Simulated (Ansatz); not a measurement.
# ZrSi3: the cost of one run

Method: DFT PBE, scalar-relativistic, plane waves, PAW, in Ansatz 0.2.0.

1 further run of the same task is left out (it didn't finish).

## (1) The structure to begin with

It takes space group Pm-3m (No. 221, cubic). Conventional cell: a = 3.990 Å, b = 3.990 Å, c = 3.990 Å, α = 90.00°, β = 90.00°, γ = 90.00°. Zr (site symmetry m-3m) has 12 Si at 2.82 Å as nearest neighbours. Si (site symmetry 4/mmm) is surrounded by 4 Zr at 2.82 Å and 8 Si at 2.82 Å.

As a file:

```
Zr Si
1.0
     3.98994    0.00000    0.00000
     0.00000    3.98994    0.00000
     0.00000    0.00000    3.98994
Zr Si
1 3
Direct
  0.00000 0.00000 0.00000
  0.00000 0.50000 0.50000
  0.50000 0.50000 0.00000
  0.50000 0.00000 0.50000
```

This cell comes from an earlier session at PBE: 15.880 Å³/atom at 0.00 GPa, on a 8×8×8 mesh.

Volume factors to run: 0.980, 1.020, 0.960, 1.040, 1.070, 1.100, 0.945.

## (2) Scaling the volume by 0.980

input.yaml reads:

```yaml
crystal:
  lattice:
    - [3.9631644248, 0.0, 0.0]
    - [0.0, 3.9631644248, 0.0]
    - [0.0, 0.0, 3.9631644248]
  atoms:
    - { symbol: Zr, position: [0.0, 0.0, 0.0] }
    - { symbol: Si, position: [0.0, 0.5, 0.5] }
    - { symbol: Si, position: [0.5, 0.5, 0.0] }
    - { symbol: Si, position: [0.5, 0.0, 0.5] }
basis:
  ecutwfc: 420
  ecutrho_ratio: 4
kpoints:
  mp_grid: { grid: [8, 8, 8] }
hamiltonian:
  xc: pbe
scf:
  occupations: { method: gaussian, width: 0.05 }
output:
  forces: true
  stress: true
  eigenvalues: true
```

Run with:

```console
$ ansatz run input.yaml --threads 2 --pin off --max-ram 2662MiB --backend cpu --events-out ev --progress --plain --runs-dir out
```

What time and memory should one allow on 2 threads of Arm Neoverse V2, shared host?

About 1.2 s, with a peak of 0.33 GiB.
